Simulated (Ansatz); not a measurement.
# PtS2: the cost of one run

Method: DFT PBE, scalar-relativistic, plane waves, PAW, in Ansatz 0.2.0.

### Step 1. The system as given

The structure is trigonal, space group P-3m1 (No. 164). Conventional cell: a = 3.543 Å, b = 3.543 Å, c = 5.039 Å, α = 90.00°, β = 90.00°, γ = 120.00°. Pt (site symmetry -3m) is surrounded by 6 S at 2.34 Å. S (site symmetry 3m) is surrounded by 3 Pt at 2.34 Å.

As a file:

```xyz
54
Lattice="10.6296 0.0000 0.0000 -5.3148 9.2055 0.0000 0.0000 0.0000 10.0776" Properties=species:S:1:pos:R:3 pbc="T T T"
Pt    0.0000    0.0000    0.0000
Pt    0.0000    0.0000    5.0388
Pt   -1.7716    3.0685    0.0000
Pt   -1.7716    3.0685    5.0388
Pt   -3.5432    6.1370    0.0000
Pt   -3.5432    6.1370    5.0388
Pt    3.5432    0.0000    0.0000
Pt    3.5432    0.0000    5.0388
Pt    1.7716    3.0685    0.0000
Pt    1.7716    3.0685    5.0388
Pt    0.0000    6.1370    0.0000
Pt    0.0000    6.1370    5.0388
Pt    7.0864    0.0000    0.0000
Pt    7.0864    0.0000    5.0388
Pt    5.3148    3.0685    0.0000
Pt    5.3148    3.0685    5.0388
Pt    3.5432    6.1370    0.0000
Pt    3.5432    6.1370    5.0388
S     0.0000    2.0457    1.1438
S     0.0000    2.0457    6.1826
S    -1.7716    5.1142    1.1438
S    -1.7716    5.1142    6.1826
S    -3.5432    8.1827    1.1438
S    -3.5432    8.1827    6.1826
S     3.5432    2.0457    1.1438
S     3.5432    2.0457    6.1826
S     1.7716    5.1142    1.1438
S     1.7716    5.1142    6.1826
S     0.0000    8.1827    1.1438
S     0.0000    8.1827    6.1826
S     7.0864    2.0457    1.1438
S     7.0864    2.0457    6.1826
S     5.3148    5.1142    1.1438
S     5.3148    5.1142    6.1826
S     3.5432    8.1827    1.1438
S     3.5432    8.1827    6.1826
S     1.7716    1.0228    3.8950
S     1.7716    1.0228    8.9338
S     0.0000    4.0913    3.8950
S     0.0000    4.0913    8.9338
S    -1.7716    7.1598    3.8950
S    -1.7716    7.1598    8.9338
S     5.3148    1.0228    3.8950
S     5.3148    1.0228    8.9338
S     3.5432    4.0913    3.8950
S     3.5432    4.0913    8.9338
S     1.7716    7.1598    3.8950
S     1.7716    7.1598    8.9338
S     8.8580    1.0228    3.8950
S     8.8580    1.0228    8.9338
S     7.0864    4.0913    3.8950
S     7.0864    4.0913    8.9338
S     5.3148    7.1598    3.8950
S     5.3148    7.1598    8.9338
```

The runs take a perfect supercell of 54 atoms; the defect goes to fractional position (0.111, 0.222, 0.114).

### Step 2. The perfect supercell

File input.yaml:

```yaml
crystal:
  lattice:
    - [10.6296, 0.0, 0.0]
    - [-5.3148, 9.205504, 0.0]
    - [0.0, 0.0, 10.0776]
  atoms:
    - { symbol: Pt, position: [0.0, 0.0, 0.0] }
    - { symbol: Pt, position: [0.0, 0.0, 0.5] }
    - { symbol: Pt, position: [0.0, 0.333333, 0.0] }
    - { symbol: Pt, position: [0.0, 0.333333, 0.5] }
    - { symbol: Pt, position: [0.0, 0.666667, 0.0] }
    - { symbol: Pt, position: [0.0, 0.666667, 0.5] }
    - { symbol: Pt, position: [0.333333, 0.0, 0.0] }
    - { symbol: Pt, position: [0.333333, 0.0, 0.5] }
    - { symbol: Pt, position: [0.333333, 0.333333, 0.0] }
    - { symbol: Pt, position: [0.333333, 0.333333, 0.5] }
    - { symbol: Pt, position: [0.333333, 0.666667, 0.0] }
    - { symbol: Pt, position: [0.333333, 0.666667, 0.5] }
    - { symbol: Pt, position: [0.666667, 0.0, 0.0] }
    - { symbol: Pt, position: [0.666667, 0.0, 0.5] }
    - { symbol: Pt, position: [0.666667, 0.333333, 0.0] }
    - { symbol: Pt, position: [0.666667, 0.333333, 0.5] }
    - { symbol: Pt, position: [0.666667, 0.666667, 0.0] }
    - { symbol: Pt, position: [0.666667, 0.666667, 0.5] }
    - { symbol: S, position: [0.111111, 0.222222, 0.1135] }
    - { symbol: S, position: [0.111111, 0.222222, 0.6135] }
    - { symbol: S, position: [0.111111, 0.555556, 0.1135] }
    - { symbol: S, position: [0.111111, 0.555556, 0.6135] }
    - { symbol: S, position: [0.111111, 0.888889, 0.1135] }
    - { symbol: S, position: [0.111111, 0.888889, 0.6135] }
    - { symbol: S, position: [0.444444, 0.222222, 0.1135] }
    - { symbol: S, position: [0.444444, 0.222222, 0.6135] }
    - { symbol: S, position: [0.444444, 0.555556, 0.1135] }
    - { symbol: S, position: [0.444444, 0.555556, 0.6135] }
    - { symbol: S, position: [0.444444, 0.888889, 0.1135] }
    - { symbol: S, position: [0.444444, 0.888889, 0.6135] }
    - { symbol: S, position: [0.777778, 0.222222, 0.1135] }
    - { symbol: S, position: [0.777778, 0.222222, 0.6135] }
    - { symbol: S, position: [0.777778, 0.555556, 0.1135] }
    - { symbol: S, position: [0.777778, 0.555556, 0.6135] }
    - { symbol: S, position: [0.777778, 0.888889, 0.1135] }
    - { symbol: S, position: [0.777778, 0.888889, 0.6135] }
    - { symbol: S, position: [0.222222, 0.111111, 0.3865] }
    - { symbol: S, position: [0.222222, 0.111111, 0.8865] }
    - { symbol: S, position: [0.222222, 0.444444, 0.3865] }
    - { symbol: S, position: [0.222222, 0.444444, 0.8865] }
    - { symbol: S, position: [0.222222, 0.777778, 0.3865] }
    - { symbol: S, position: [0.222222, 0.777778, 0.8865] }
    - { symbol: S, position: [0.555556, 0.111111, 0.3865] }
    - { symbol: S, position: [0.555556, 0.111111, 0.8865] }
    - { symbol: S, position: [0.555556, 0.444444, 0.3865] }
    - { symbol: S, position: [0.555556, 0.444444, 0.8865] }
    - { symbol: S, position: [0.555556, 0.777778, 0.3865] }
    - { symbol: S, position: [0.555556, 0.777778, 0.8865] }
    - { symbol: S, position: [0.888889, 0.111111, 0.3865] }
    - { symbol: S, position: [0.888889, 0.111111, 0.8865] }
    - { symbol: S, position: [0.888889, 0.444444, 0.3865] }
    - { symbol: S, position: [0.888889, 0.444444, 0.8865] }
    - { symbol: S, position: [0.888889, 0.777778, 0.3865] }
    - { symbol: S, position: [0.888889, 0.777778, 0.8865] }
basis:
  ecutwfc: 420
  fft_grid_basis: typed
kpoints:
  mp_grid: { grid: [3, 3, 1] }
hamiltonian:
  xc: pbe
  pseudopotentials: { kind: paw }
scf:
  occupations: { method: gaussian, width: 0.05 }
output:
  forces: true
  stress: false
  eigenvalues: true
  bader: false
  write_density: true
  volumetric_format: npy
```

Started as:

```sh
$ ansatz run input.yaml --threads 8 --pin off --max-ram 16384MiB --backend cpu --events-out ev --progress --plain --runs-dir out
```

**Question.** How long does this run take on 8 threads of Arm Neoverse V2, shared host, and how much memory does it need?

About 8.1 s, with a peak of 4.2 GiB.
